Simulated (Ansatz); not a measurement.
# FH2NSSi: the cost of one run

Method: RKS LDA/6-31G, in Ansatz 0.2.0.

## 1. Starting point

Bond lengths: N1–Si2 1.607 Å, Si2–F3 1.586 Å, Si2–S4 2.132 Å, N1–H5 1.008 Å, S4–H6 1.329 Å. Angles: N1–Si2–F3 118.8°, N1–Si2–S4 138.4°, F3–Si2–S4 102.7°, Si2–N1–H5 123.5°, Si2–S4–H6 95.0°.

As a file:

```xyz
6

N     1.3820    0.1406   -0.8056
Si    0.3060   -0.4024    0.2571
F     0.7254   -1.5749    1.2389
S    -1.7098   -0.0087    0.8292
H     1.1906    0.8813   -1.4618
H    -1.8943    0.9642   -0.0578
```

## 2. Preparing the start

input.yaml reads:

```yaml
crystal:
  periodic: [false, false, false]
  atoms:
    - { symbol: "N", position_ang: [1.38204, 0.14058, -0.80561] }
    - { symbol: Si, position_ang: [0.30598, -0.40243, 0.25714] }
    - { symbol: F, position_ang: [0.72543, -1.57489, 1.23888] }
    - { symbol: S, position_ang: [-1.70978, -0.00874, 0.82923] }
    - { symbol: H, position_ang: [1.19059, 0.88129, -1.46179] }
    - { symbol: H, position_ang: [-1.89426, 0.96418, -0.05785] }
basis:
  gaussian: { orbitals: "6-31G" }
hamiltonian:
  xc: lda
relax:
  f_tol: 0.02
  max_steps: 40
scf:
  lower_state_search: "off"
```

Run with:

```sh
$ ansatz run input.yaml --threads 1 --pin off --max-ram 2048MiB --backend cpu --events-out ev --progress --plain --runs-dir out
```

What time and memory should one allow on 1 thread of Arm Neoverse V1, shared host?

About 9.5 s, with a peak of 0.13 GiB.
